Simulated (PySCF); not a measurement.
**AgCl: field gradients at the nuclei**

How much do the quadrupole couplings of AgCl depend on the level of theory? Each job file holds the settings and the coordinates that a driver script hands to the program.

Computed with PySCF 2.14.0, density-fitted response routines (the levels named in each step, unless a step's input says otherwise).

## (1) The structure to begin with

Bond lengths: Cl1–Ag2 2.210 Å.

Structure file:

```xyz
2

Cl    0.0000    0.0000    0.0000
Ag    0.0000    0.0000    2.2098
```

## (2) Geometry, PBE0-D3(BJ)/def2-TZVP

job.txt reads:

```
{"job": {"xc": "PBE0", "basis": "def2-TZVP", "d3": "d3bj", "grid": 2, "kind": "geom"}, "charge": 0, "multiplicity": 1}
Cl     0.000000     0.000000     0.000000
Ag     0.000000     0.000000     2.209830
```

Output:

```text
step   0  E = -607.07654897  max force = 0.019165
step   1  E = -607.07775352  max force = 0.004768
step   2  E = -607.07784470  max force = 0.000704
step   3  E = -607.07784660  max force = 0.000033
optimisation converged
```

It took 8.4 s on 2 threads of Arm Neoverse N1, shared host; peak memory 0.31 GiB.

It ended at:

```xyz
2

Cl    0.0000    0.0000   -0.0380
Ag    0.0000    0.0000    2.2479
```

## (3) Field gradients, PBE0/def2-TZVPP

job.txt reads:

```
{"job": {"kind": "efgt", "xc": "PBE0", "basis": "def2-TZVPP"}, "charge": 0, "multiplicity": 1}
Cl    -0.000000     0.000000    -0.038035
Ag     0.000000    -0.000000     2.247865
```

Output:

```text
coarse grid: 14528 points
cycle   1  E = -605.5620405335  dE = -9.320e+00  |g| = 3.156e+00  |ddm| = 5.213e+00
cycle   2  E = -584.7578103731  dE =  2.080e+01  |g| = 7.159e+00  |ddm| = 1.216e+01
cycle   3  E = -606.5089831745  dE = -2.175e+01  |g| = 1.493e+00  |ddm| = 1.198e+01
cycle   4  E = -606.8437191318  dE = -3.347e-01  |g| = 9.561e-01  |ddm| = 3.018e+00
cycle   5  E = -607.0689409014  dE = -2.252e-01  |g| = 2.132e-01  |ddm| = 9.049e-01
cycle   6  E = -607.0777647034  dE = -8.824e-03  |g| = 2.286e-02  |ddm| = 2.001e-01
cycle   7  E = -607.0778381932  dE = -7.349e-05  |g| = 8.849e-03  |ddm| = 2.257e-02
cycle   8  E = -607.0778490392  dE = -1.085e-05  |g| = 2.728e-03  |ddm| = 5.070e-03
cycle   9  E = -607.0778507281  dE = -1.689e-06  |g| = 6.543e-04  |ddm| = 2.191e-03
final grid: 41320 points
cycle  10  E = -607.0778562587  dE = -8.131e-10  |g| = 6.997e-04  |ddm| = 9.153e-04
cycle  11  E = -607.0778562082  dE =  5.049e-08  |g| = 8.368e-04  |ddm| = 1.286e-03
cycle  12  E = -607.0778563545  dE = -1.463e-07  |g| = 1.352e-04  |ddm| = 7.688e-04
cycle  13  E = -607.0778563574  dE = -2.884e-09  |g| = 4.665e-06  |ddm| = 8.810e-05
cycle  14  E = -607.0778563574  dE = -1.478e-11  |g| = 3.758e-06  |ddm| = 1.357e-05
converged SCF energy = -607.0778563574

Field-gradient tensors (au): xx yy zz xy xz yz
  0 Cl   -1.08285   -1.08285    2.16570   -0.00000    0.00000   -0.00000
```

It took 2.5 s on 2 threads of Arm Neoverse N1, shared host; peak memory 0.37 GiB.

## (4) Field gradients, PBE/def2-TZVPP

job.txt reads:

```
{"job": {"kind": "efgt", "xc": "PBE", "basis": "def2-TZVPP"}, "charge": 0, "multiplicity": 1}
Cl    -0.000000     0.000000    -0.038035
Ag     0.000000    -0.000000     2.247865
```

Output:

```text
coarse grid: 14528 points
cycle   1  E = -604.9164507353  dE = -8.490e+00  |g| = 3.636e+00  |ddm| = 5.800e+00
cycle   2  E = -579.9511737654  dE =  2.497e+01  |g| = 7.162e+00  |ddm| = 1.582e+01
cycle   3  E = -604.5967880869  dE = -2.465e+01  |g| = 2.760e+00  |ddm| = 1.584e+01
cycle   4  E = -606.5563444895  dE = -1.960e+00  |g| = 1.536e+00  |ddm| = 5.093e+00
cycle   5  E = -606.9504241503  dE = -3.941e-01  |g| = 7.116e-01  |ddm| = 1.944e+00
cycle   6  E = -607.0550983750  dE = -1.047e-01  |g| = 1.020e-01  |ddm| = 8.738e-01
cycle   7  E = -607.0575949142  dE = -2.497e-03  |g| = 5.786e-02  |ddm| = 2.350e-01
cycle   8  E = -607.0585304276  dE = -9.355e-04  |g| = 5.386e-03  |ddm| = 6.959e-02
cycle   9  E = -607.0585337411  dE = -3.314e-06  |g| = 2.504e-03  |ddm| = 6.185e-03
final grid: 41320 points
cycle  10  E = -607.0585346721  dE =  4.323e-06  |g| = 4.978e-03  |ddm| = 7.176e-03
cycle  11  E = -607.0585084103  dE =  2.626e-05  |g| = 1.139e-02  |ddm| = 1.725e-02
cycle  12  E = -607.0585400941  dE = -3.168e-05  |g| = 8.589e-04  |ddm| = 1.309e-02
cycle  13  E = -607.0585402783  dE = -1.842e-07  |g| = 1.642e-04  |ddm| = 1.117e-03
cycle  14  E = -607.0585402859  dE = -7.624e-09  |g| = 2.729e-05  |ddm| = 1.914e-04
cycle  15  E = -607.0585402861  dE = -1.538e-10  |g| = 5.335e-06  |ddm| = 2.327e-05
converged SCF energy = -607.0585402861

Field-gradient tensors (au): xx yy zz xy xz yz
  0 Cl   -1.24862   -1.24862    2.49724   -0.00000    0.00000   -0.00000
```

Wall time 3.4 s (2 threads of Arm Neoverse N1, shared host); peak memory 0.37 GiB.

## (5) Field gradients, B3LYP/def2-TZVPP

job.txt reads:

```
{"job": {"kind": "efgt", "xc": "B3LYP", "basis": "def2-TZVPP"}, "charge": 0, "multiplicity": 1}
Cl    -0.000000     0.000000    -0.038035
Ag     0.000000    -0.000000     2.247865
```

Output:

```text
coarse grid: 14528 points
cycle   1  E = -605.6512832613  dE = -9.133e+00  |g| = 3.277e+00  |ddm| = 5.308e+00
cycle   2  E = -583.2484998298  dE =  2.240e+01  |g| = 7.065e+00  |ddm| = 1.450e+01
cycle   3  E = -606.3270189974  dE = -2.308e+01  |g| = 1.912e+00  |ddm| = 1.439e+01
cycle   4  E = -606.9127748633  dE = -5.858e-01  |g| = 1.290e+00  |ddm| = 3.863e+00
cycle   5  E = -607.2846956855  dE = -3.719e-01  |g| = 3.038e-01  |ddm| = 1.209e+00
cycle   6  E = -607.3030996860  dE = -1.840e-02  |g| = 5.205e-02  |ddm| = 3.542e-01
cycle   7  E = -607.3037346946  dE = -6.350e-04  |g| = 1.164e-02  |ddm| = 4.832e-02
cycle   8  E = -607.3037501412  dE = -1.545e-05  |g| = 3.568e-03  |ddm| = 9.895e-03
cycle   9  E = -607.3037533925  dE = -3.251e-06  |g| = 5.693e-04  |ddm| = 3.683e-03
final grid: 41320 points
cycle  10  E = -607.3037504533  dE =  4.164e-08  |g| = 8.256e-04  |ddm| = 9.095e-04
cycle  11  E = -607.3037502902  dE =  1.631e-07  |g| = 1.311e-03  |ddm| = 1.367e-03
cycle  12  E = -607.3037505618  dE = -2.716e-07  |g| = 9.051e-05  |ddm| = 8.731e-04
cycle  13  E = -607.3037505633  dE = -1.546e-09  |g| = 1.833e-05  |ddm| = 8.658e-05
cycle  14  E = -607.3037505634  dE = -7.594e-11  |g| = 1.320e-06  |ddm| = 1.750e-05
converged SCF energy = -607.3037505634

Field-gradient tensors (au): xx yy zz xy xz yz
  0 Cl   -1.15919   -1.15919    2.31838    0.00000   -0.00000   -0.00000
```

It took 2.4 s on 2 threads of Arm Neoverse N1, shared host; peak memory 0.37 GiB.

## (6) Field gradients, CAM-B3LYP/def2-TZVPP

job.txt reads:

```
{"job": {"kind": "efgt", "xc": "CAM-B3LYP", "basis": "def2-TZVPP"}, "charge": 0, "multiplicity": 1}
Cl    -0.000000     0.000000    -0.038035
Ag     0.000000    -0.000000     2.247865
```

Output:

```text
coarse grid: 14528 points
cycle   1  E = -605.9351926478  dE = -9.638e+00  |g| = 2.969e+00  |ddm| = 4.954e+00
cycle   2  E = -590.5584323933  dE =  1.538e+01  |g| = 6.713e+00  |ddm| = 7.414e+00
cycle   3  E = -606.9045795273  dE = -1.635e+01  |g| = 1.198e+00  |ddm| = 7.032e+00
cycle   4  E = -607.1745916484  dE = -2.700e-01  |g| = 4.116e-01  |ddm| = 1.697e+00
cycle   5  E = -607.2127847909  dE = -3.819e-02  |g| = 1.288e-01  |ddm| = 4.428e-01
cycle   6  E = -607.2152671997  dE = -2.482e-03  |g| = 2.095e-02  |ddm| = 9.377e-02
cycle   7  E = -607.2153718497  dE = -1.047e-04  |g| = 7.010e-03  |ddm| = 2.270e-02
cycle   8  E = -607.2153927267  dE = -2.088e-05  |g| = 2.774e-03  |ddm| = 9.248e-03
cycle   9  E = -607.2153966702  dE = -3.943e-06  |g| = 8.455e-04  |ddm| = 4.705e-03
final grid: 41320 points
cycle  10  E = -607.2153943525  dE = -4.331e-07  |g| = 6.797e-04  |ddm| = 1.721e-03
cycle  11  E = -607.2153944353  dE = -8.279e-08  |g| = 7.549e-04  |ddm| = 1.044e-03
cycle  12  E = -607.2153945141  dE = -7.877e-08  |g| = 9.854e-05  |ddm| = 4.132e-04
cycle  13  E = -607.2153945264  dE = -1.229e-08  |g| = 7.368e-05  |ddm| = 2.692e-04
cycle  14  E = -607.2153945307  dE = -4.336e-09  |g| = 1.143e-05  |ddm| = 2.684e-04
cycle  15  E = -607.2153945308  dE = -5.025e-11  |g| = 3.149e-06  |ddm| = 1.663e-05
converged SCF energy = -607.2153945308

Field-gradient tensors (au): xx yy zz xy xz yz
  0 Cl   -1.05027   -1.05027    2.10054    0.00000    0.00000   -0.00000
```

Wall time 2.9 s (2 threads of Arm Neoverse N1, shared host); peak memory 0.38 GiB.

## (7) Field gradients, HF/def2-TZVPP

job.txt reads:

```
{"job": {"kind": "efgt", "xc": "HF", "basis": "def2-TZVPP"}, "charge": 0, "multiplicity": 1}
Cl    -0.000000     0.000000    -0.038035
Ag     0.000000    -0.000000     2.247865
```

Output:

```text
final grid: 41320 points
cycle   1  E = -604.9589014065  dE = -1.066e+01  |g| = 2.279e+00  |ddm| = 4.837e+00
cycle   2  E = -605.1088235806  dE = -1.499e-01  |g| = 2.075e+00  |ddm| = 2.348e+00
cycle   3  E = -605.6700167038  dE = -5.612e-01  |g| = 9.372e-02  |ddm| = 1.077e+00
cycle   4  E = -605.6720939477  dE = -2.077e-03  |g| = 2.042e-02  |ddm| = 1.180e-01
cycle   5  E = -605.6722993911  dE = -2.054e-04  |g| = 8.086e-03  |ddm| = 3.068e-02
cycle   6  E = -605.6723831402  dE = -8.375e-05  |g| = 3.255e-03  |ddm| = 2.414e-02
cycle   7  E = -605.6723968463  dE = -1.371e-05  |g| = 1.196e-03  |ddm| = 9.923e-03
cycle   8  E = -605.6723984592  dE = -1.613e-06  |g| = 4.796e-04  |ddm| = 3.378e-03
cycle   9  E = -605.6723987676  dE = -3.084e-07  |g| = 1.375e-04  |ddm| = 1.912e-03
cycle  10  E = -605.6723987924  dE = -2.477e-08  |g| = 3.857e-05  |ddm| = 5.392e-04
cycle  11  E = -605.6723987939  dE = -1.523e-09  |g| = 1.133e-05  |ddm| = 1.205e-04
cycle  12  E = -605.6723987940  dE = -1.330e-10  |g| = 4.072e-06  |ddm| = 2.667e-05
converged SCF energy = -605.6723987940

Field-gradient tensors (au): xx yy zz xy xz yz
  0 Cl   -0.67791   -0.67791    1.35581   -0.00000    0.00000   -0.00000
```

Run time: 0.7 s. Hardware: 2 threads of Arm Neoverse N1, shared host; peak memory 0.38 GiB.

## (8) The levels side by side

Largest principal value Vzz, in atomic units:

| atom | PBE0/def2-TZVPP | PBE/def2-TZVPP | B3LYP/def2-TZVPP | CAM-B3LYP/def2-TZVPP | HF/def2-TZVPP |
| --- | --- | --- | --- | --- | --- |
| Cl1 | 2.1657 | 2.4972 | 2.3184 | 2.1005 | 1.3558 |
| CPU time | 2.8 s | 5.1 s | 2.8 s | 3.5 s | 0.9 s |

Couplings eQVzz/h in MHz (234.9647 × Q in barn × Vzz), with Q = -0.08112 (35Cl):

| nucleus | PBE0/def2-TZVPP | PBE/def2-TZVPP | B3LYP/def2-TZVPP | CAM-B3LYP/def2-TZVPP | HF/def2-TZVPP |
| --- | --- | --- | --- | --- | --- |
| 35Cl (atom 1) | -41.279 | -47.598 | -44.189 | -40.037 | -25.842 |

## (9) Summary of results

| quantity | value |
| --- | --- |
| coupling of 35Cl (atom 1), PBE0/def2-TZVPP | -41.279 MHz |

**Reading.** The largest coupling, that of 35Cl, runs from -47.598 (PBE/def2-TZVPP) to -25.842 MHz (HF/def2-TZVPP). The gradients are non-relativistic, at the equilibrium geometry and in principal axes; measured couplings hold vibrational averaging and refer to the inertial axes. The def2 sets are stiff near the nuclei, which limits their accuracy. Atoms with effective core potentials have no gradient listed, since their core's share is missing.
